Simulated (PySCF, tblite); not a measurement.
# C₄H₇FO₂Si: geometry, infrared bands and NMR shifts

Aim: predict the infrared bands and NMR shifts of C₄H₇FO₂Si (`O=C1CO[C@@H](CF)[SiH2]1`).

The runs use tblite 0.8.0 and PySCF 2.14.0, with density-fitted response routines of our own; the level of theory stands in each step. All values are computed, except where a source is named. Atoms count from 0, in the outputs and in this text.

## 1. The molecule as given

15 atoms, charge 0, multiplicity 1; geometry from: force field or distance geometry start.

Bonds of the start (Å): O0–C1 1.23, C1–C2 1.53, C2–O3 1.45, O3–C4 1.45, C4–C5 1.52, C5–F6 1.36, C4–Si7 1.92, Si7–C1 1.87, C2–H8 1.09, C2–H9 1.08, C4–H10 1.10, C5–H11 1.10, C5–H12 1.09, Si7–H13 1.49, Si7–H14 1.49.

## 2. Relaxing the molecule with GFN2-xTB

Job settings and geometry (Å):

```
{"job": {"kind": "relax", "xc": "GFN2-xTB", "basis": "xTB"}, "charge": 0, "multiplicity": 1}
O      2.610300     1.193600     0.766700
C      1.648200     0.575000     0.317500
C      1.360000    -0.919700     0.442500
O      0.361900    -1.325700    -0.533300
C     -0.626500    -0.287100    -0.716500
C     -1.781700    -0.461700     0.262900
F     -1.334300    -0.226500     1.529300
Si     0.248700     1.422700    -0.591600
H      0.993200    -1.145000     1.448000
H      2.259900    -1.487600     0.252700
H     -1.015900    -0.411500    -1.742300
H     -2.166100    -1.487700     0.240900
H     -2.600300     0.238900     0.076700
H     -0.569300     2.398200     0.173000
H      0.607500     1.932100    -1.948300
```

On the command line:

```console
$ OMP_NUM_THREADS=1 python probes_run.py task.json out
```

This one command runs all jobs of the session in turn.

**Question.** This job is followed by: GFN2-xTB harmonic vibrations, gas phase; GIAO PBE0/pcSseg-1 NMR shielding, non-relativistic, gas phase. What will the session give for the following? strongest single infrared mode (GFN2-xTB); zero-point energy (GFN2-xTB); 13C shifts against TMS (PBE0/pcSseg-1); 1H shifts against TMS (PBE0/pcSseg-1); 17O shifts against H2O (PBE0/pcSseg-1); 19F shifts against CFCl3 (PBE0/pcSseg-1); 29Si shifts against TMS (PBE0/pcSseg-1).

**Answer**, as computed:

| quantity | value |
| --- | --- |
| strongest single infrared mode (GFN2-xTB) | 1773 cm⁻¹, 264 km/mol |
| zero-point energy (GFN2-xTB) | 64.6 kcal/mol |
| 13C shifts against TMS (PBE0/pcSseg-1) | 253.9, 94.5, 81.5, 76.7 ppm |
| 1H shifts against TMS (PBE0/pcSseg-1) | 5.59, 5.00, 4.44, 4.18, 4.05, 3.96, 3.92 ppm |
| 17O shifts against H2O (PBE0/pcSseg-1) | 849.2, 54.8 ppm |
| 19F shifts against CFCl3 (PBE0/pcSseg-1) | -234.1 ppm |
| 29Si shifts against TMS (PBE0/pcSseg-1) | -90.7 ppm |

What this shows: The optimisation took 72 steps and gained 0.256 eV; among the close pairs (by a distance rule), C1–Si7 changed most, from 1.872 to 1.927 Å. All 39 modes are real, so the xTB geometry is a minimum. The strongest single mode, at 1773 cm⁻¹, moves mainly C1 and O0. GFN2-xTB is a fitted tight-binding method: band positions and strengths are rough. Its intensities can rank the bands wrongly. At PBE0/pcSseg-1: The largest span, 1868 ppm, is at O0, where the paramagnetic term is -909 ppm.
